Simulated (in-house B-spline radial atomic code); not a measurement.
**Sn²⁺: excited configurations**

How much energy does it take to promote electrons of Sn²⁺ to other shells? Each configuration is solved by itself and compared with the reference.

Program: in-house B-spline radial atomic code version 1. Level of theory: Dirac-Hartree-Fock, average of configuration, Fermi nucleus, basis-set limit. These are calculated values, not measurements, unless marked.

### Step 1. The system

```
element       : tin (Z = 50)
charge        : +2
electrons     : 48
configuration : [Kr] 4d10 5s2
Hamiltonian   : Dirac-Coulomb
nucleus       : Fermi, rms radius 4.652 fm
```

Outer shells as boxes (Hund's rule):

[Kr] 4d10 5s2
```
[Kr] core
4d [↑↓][↑↓][↑↓][↑↓][↑↓]
5s [↑↓]
```

Input settings:

```ini
Z = 50
electrons = 48.0
configuration = [Kr] 4d10 5s2
hamiltonian = dirac
method = hf
spin_polarised = False
nucleus = fermi
rms_radius = 4.6519
mass_number = 120
atomic_mass = 119.902202557
speed_of_light = 137.035999084
```

The reference is known from an earlier run: -6175.394586 hartree in all. Up to eight levels, counted from the top:

```
orbital  occupation  energy (eV)  <r> (bohr)
  3d3/2           4      -536.80      0.3115
  3d5/2           6      -527.93      0.3150
  4s1/2           2      -177.59      0.8218
  4p1/2           2      -132.97      0.8713
  4p3/2           4      -125.07      0.8987
  4d3/2           4      -53.643       1.075
  4d5/2           6      -52.504       1.089
  5s1/2           2      -28.791       2.283
```

### Step 2. Configuration [Ar] 3d10 4s2 4p5 4d10 5s2 9f1

Input settings:

```ini
Z = 50
electrons = 48.0
configuration = [Ar] 3d10 4s2 4p5 4d10 5s2 9f1
hamiltonian = dirac
method = hf
spin_polarised = False
nucleus = fermi
rms_radius = 4.6519
mass_number = 120
atomic_mass = 119.902202557
speed_of_light = 137.035999084
```

### Step 3. Run with [Kr] 4d10 4f1 5s1

Changes to the settings of step 2:

```diff
@@ -2,3 +2,3 @@
 electrons = 48.0
-configuration = [Ar] 3d10 4s2 4p5 4d10 5s2 9f1
+configuration = [Kr] 4d10 4f1 5s1
 hamiltonian = dirac
```

### Step 4. Configuration [Ar] 3d10 4s2 4p5 4d10 5s2 7d1

Changes to the settings of step 3:

```diff
@@ -2,3 +2,3 @@
 electrons = 48.0
-configuration = [Kr] 4d10 4f1 5s1
+configuration = [Ar] 3d10 4s2 4p5 4d10 5s2 7d1
 hamiltonian = dirac
```

### Step 5. Configuration [Kr] 4d10 5s1 9s1

Changes to the settings of step 4:

```diff
@@ -2,3 +2,3 @@
 electrons = 48.0
-configuration = [Ar] 3d10 4s2 4p5 4d10 5s2 7d1
+configuration = [Kr] 4d10 5s1 9s1
 hamiltonian = dirac
```

### Step 6. Run with [Kr] 4d10 5s1 8f1

Changes to the settings of step 5:

```diff
@@ -2,3 +2,3 @@
 electrons = 48.0
-configuration = [Kr] 4d10 5s1 9s1
+configuration = [Kr] 4d10 5s1 8f1
 hamiltonian = dirac
```

### Step 7. Configuration [Ar] 3d9 4s2 4p6 4d10 5s2 8s1

Changes to the settings of step 6:

```diff
@@ -2,3 +2,3 @@
 electrons = 48.0
-configuration = [Kr] 4d10 5s1 8f1
+configuration = [Ar] 3d9 4s2 4p6 4d10 5s2 8s1
 hamiltonian = dirac
```

Before running: How far above the reference does each configuration lie (order and size, in eV)?

**Answer**, as computed:

| net move | configuration | energy above the reference (eV) | with Breit, QED, recoil (eV) | largest <r> (bohr) |
| --- | --- | --- | --- | --- |
| 5s → 4f | [Kr] 4d10 4f1 5s1 | 20.678 | 20.648 | 5.62 |
| 5s → 9s | [Kr] 4d10 5s1 9s1 | 25.308 | 25.280 | 19.0 |
| 5s → 8f | [Kr] 4d10 5s1 8f1 | 26.576 | 26.547 | 28.9 |
| 4p → 7d | [Ar] 3d10 4s2 4p5 4d10 5s2 7d1 | 119.57 | 119.44 | 12.4 |
| 4p → 9f | [Ar] 3d10 4s2 4p5 4d10 5s2 9f1 | 122.59 | 122.46 | 36.5 |
| 3d → 8s | [Ar] 3d9 4s2 4p6 4d10 5s2 8s1 | 511.19 | 510.99 | 13.1 |

Quantum defects of the promoted electron, δ = n − ζ/√(−2ε) with ζ = 3 and ε its orbital energy in hartree:

| promotion | δ |
| --- | --- |
| 5s → 9s | 2.890 |
| 5s → 8f | 0.120 |
| 4p → 7d | 1.840 |
| 4p → 9f | 0.196 |
| 3d → 8s | 2.907 |

**Reading.** The energies run from 20.678 eV (5s → 4f) to 511.19 eV (3d → 8s). 3 of them lie above the ionisation threshold that Koopmans' theorem gives (28.791 eV), where such states can decay by emitting an electron. The defect is largest for 8s (2.91) and least for 8f (0.12): low angular momentum penetrates the core, high angular momentum stays outside it. Two partly filled shells share a symmetry and can mix in the average, which may lower the energy, for: 5s → 9s. These are averages over configurations, without correlation, not spectroscopic levels.
